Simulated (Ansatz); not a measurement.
# CH3ClSeSi: one species, many methods

An exercise on one series of results from a longer session: the logs are not shown, and one member is left open.

Program: Ansatz 0.2.0, Gaussian basis. Level of theory: functionals in def2-TZVPP, the program's frozen cores in correlated methods. These are calculated values, not measurements.

Plan: LDA (SPW92), PBE-D4, revPBE-D4, BLYP-D4, r2SCAN-D4, B97M-V, PBE0-D4, B3LYP-D4, r2SCANh-D4, r2SCAN0-D4, HSE06-D4, BHLYP-D4, CAM-B3LYP-D4, LC-ωPBE, ωB97X-V, ωB97M-V, B2PLYP, PBE-QIDH; CCSD(T)/def2-SVP; CCSD(T)/def2-TZVPP; MP2/def2-QZVPP; extrapolation to the limit; RPA on PBE.

## The relaxed structure

All runs share one geometry, relaxed beforehand with PBE0-D4 in a triple-zeta def2 set.

SMILES `Cl[SiH]1C[Se]1`, 7 atoms, charge 0, spin multiplicity 1.

Atoms are counted from 1 here; the program's logs count them from 0.

Bond lengths: Cl1–Si2 2.038 Å, Si2–C3 1.828 Å, Si2–Se4 2.207 Å, Si2–H5 1.473 Å, C3–Se4 2.037 Å, C3–H6 1.085 Å, C3–H7 1.085 Å. Angles: Cl1–Si2–C3 118.6°, Cl1–Si2–Se4 120.8°, Cl1–Si2–H5 108.9°, C3–Si2–Se4 59.8°, C3–Si2–H5 121.3°, Se4–Si2–H5 120.3°, Si2–C3–Se4 69.4°, Si2–C3–H6 119.4°, Si2–C3–H7 121.1°, Se4–C3–H6 111.5°, Se4–C3–H7 112.1°, H6–C3–H7 114.0°, Si2–Se4–C3 50.8°.

The first run:

in.yaml reads:

```yaml
crystal:
  periodic: [false, false, false]
  atoms:
    - {symbol: Cl, position_ang: [0.881601, -1.759814, -1.603583]}
    - {symbol: Si, position_ang: [0.014023, -0.863915, 0.008006]}
    - {symbol: C, position_ang: [-0.193047, 0.951976, -0.006421]}
    - {symbol: Se, position_ang: [1.201109, 0.400007, 1.372614]}
    - {symbol: H, position_ang: [-1.035577, -1.750183, 0.539659]}
    - {symbol: H, position_ang: [0.250239, 1.532771, -0.808551]}
    - {symbol: H, position_ang: [-1.057148, 1.421056, 0.452575]}
basis:
  gaussian: {orbitals: def2-TZVPP}
hamiltonian: {xc: lda}
output: {orbitals: {seedname: orbitals}}
```

Among the steps run: LDA; PBE-D4 (GGA); revPBE-D4 (GGA); BLYP-D4 (GGA); r2SCAN-D4 (meta-GGA); B97M-V (meta-GGA); PBE0-D4 (hybrid); B3LYP-D4 (hybrid); r2SCANh-D4 (hybrid); r2SCAN0-D4 (hybrid); HSE06-D4 (hybrid); BHLYP-D4 (hybrid); CAM-B3LYP-D4 (range-separated); LC-ωPBE (range-separated); ωB97X-V (range-separated); ωB97M-V (range-separated); B2PLYP (double hybrid); PBE-QIDH (double hybrid).

One of the session's tables, all rows but one given; the rest of the session is left out.

It belongs to the step «Orbital energies across the functionals». 

```
  functional  HOMO (eV)  gap (eV)
 LDA (SPW92)      -5.94      4.12
      PBE-D4      -5.80      4.19
   revPBE-D4      -5.75      4.22
     BLYP-D4      -5.61      4.11
   r2SCAN-D4      -6.05      4.66
      B97M-V      -6.12      4.76
     PBE0-D4      -6.93      6.21
    B3LYP-D4      -6.67      5.73
  r2SCANh-D4      -6.47      5.40
  r2SCAN0-D4          ?         ?
    HSE06-D4      -6.54      5.43
    BHLYP-D4      -7.88      8.14
CAM-B3LYP-D4      -8.18      8.54
     LC-ωPBE      -9.56     11.05
     ωB97X-V      -9.21     10.61
     ωB97M-V      -9.06     10.29
```

Q: Estimate the row for r2SCAN0-D4 from the others.

Worked estimate for «HOMO (eV)». Against the share of exact exchange, r2SCAN-D4 (0, -6.05), r2SCANh-D4 (0.1, -6.47) give a slope of -4.20 per unit share; at 0.25 the line stands at -7.10.

As computed: HOMO (eV): -7.09; gap (eV): 6.50. In «HOMO (eV)» the line misses by -0.01.
